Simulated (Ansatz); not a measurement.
# AlRu3 at fixed geometry

The system is AlRu3, a structure type of another compound, with these elements put in. Wanted, at the geometry given: its forces and stress, its levels, and how its atoms share the electrons.

Program: Ansatz 0.2.0. Level of theory: DFT, PBEsol, no spin polarisation, plane waves, PAW. These are calculated values, not measurements.

## Step 1: Geometry

The structure is tetragonal, space group I4/mmm (No. 139). Conventional cell: a = 4.190 Å, b = 4.190 Å, c = 8.118 Å, α = 90.00°, β = 90.00°, γ = 90.00°. Around Al (site symmetry 4/mmm) lie 12 Ru at 2.92 to 2.96 Å. Ru (site symmetry 4/mmm) has 8 Ru at 2.92 Å and 4 Al at 2.96 Å as nearest neighbours. Ru (site symmetry -4m2) is surrounded by 4 Al at 2.92 Å and 8 Ru at 2.92 to 2.96 Å.

The coordinates stand in the input below.

The run starts from a saved solution of this cell (checkpoint.read), perhaps found on another mesh.

## Step 2: The run

input.yaml reads:

```yaml
crystal:
  lattice:
    - [0.0, 4.189653, 0.0]
    - [4.189653, 0.0, 0.0]
    - [2.094827, 2.094827, -4.059171]
  atoms:
    - { symbol: Al, position: [0.0, 0.0, 0.0] }
    - { symbol: Ru, position: [0.5, 0.5, 0.0] }
    - { symbol: Ru, position: [0.25, 0.75, 0.5] }
    - { symbol: Ru, position: [0.75, 0.25, 0.5] }
  symmetry: { tolerance: 0.0003 }
kpoints:
  mp_grid: { grid: [9, 9, 9], shift: [0, 0, 0] }
  band_path:
    path:
      - [0.0, 0.0, 0.0]
      - [0.5, 0.5, 0.5]
      - [0.5, 0.5, 0.25]
      - [0.0, 0.5, 0.0]
      - [0.0, 0.0, 0.0]
      - [0.0, 0.0, -0.5]
      - [0.0, 0.36683459, -0.3165827]
      - [0.0, 0.63316541, 0.3165827]
      - [0.0, 0.0, 0.0]
      - [0.5, 0.5, 0.5]
      - [0.36683459, 0.63316541, 0.5]
    npoints: 6
magnetization:
  spin_polarized: false
scf:
  occupations: { method: fermi_dirac, width: 0.0262 }
  lower_state_search: "off"
  max_iter: 200
hamiltonian:
  pseudopotentials: { kind: paw }
  xc: pbesol
basis:
  ecutwfc: 420
  fft_grid_basis: typed
output:
  forces: true
  stress: true
  eigenvalues: true
  bader: true
  populations: true
  elf: true
  write_potential: true
  volumetric_format: npy
  dos:
    e_range: [-12, 8]
    de: 0.05
    projected: { site_lists: { Al: [Al], Ru: [Ru] } }
checkpoint:
  read: saved_state
```

Before running it: what results should come out? Wanted: largest force; pressure; character; Bader charges.

As calculated:

| quantity | value |
| --- | --- |
| largest force | 0.000 eV/Å |
| pressure | -38.7 GPa |
| formation energy (elements from separate runs) | 0.60 eV/atom |
| character | metal |
| density of states, mean within 0.25 eV of the Fermi level | 8.4 per eV per cell |
| Bader charges | Al +1.16, Ru -0.41 to -0.35 e |

What this shows: The cell is metallic; within 0.25 eV of the Fermi level the density of states averages 8.4 per eV per cell, mostly Ru d (92 %). By Bader's partition Al gives up most (+1.16 e) and Ru takes most (-0.39 e). Set against separate runs on the elements (Al fcc, Ru hcp), it forms at 0.60 eV per atom, so at this geometry it is not bound against them. The pressure of -38.7 GPa says the cell is too large, and unequal principal stresses would change its shape.

Caveats: many states at the Fermi level without spin polarisation, so a magnetic state may lie lower.
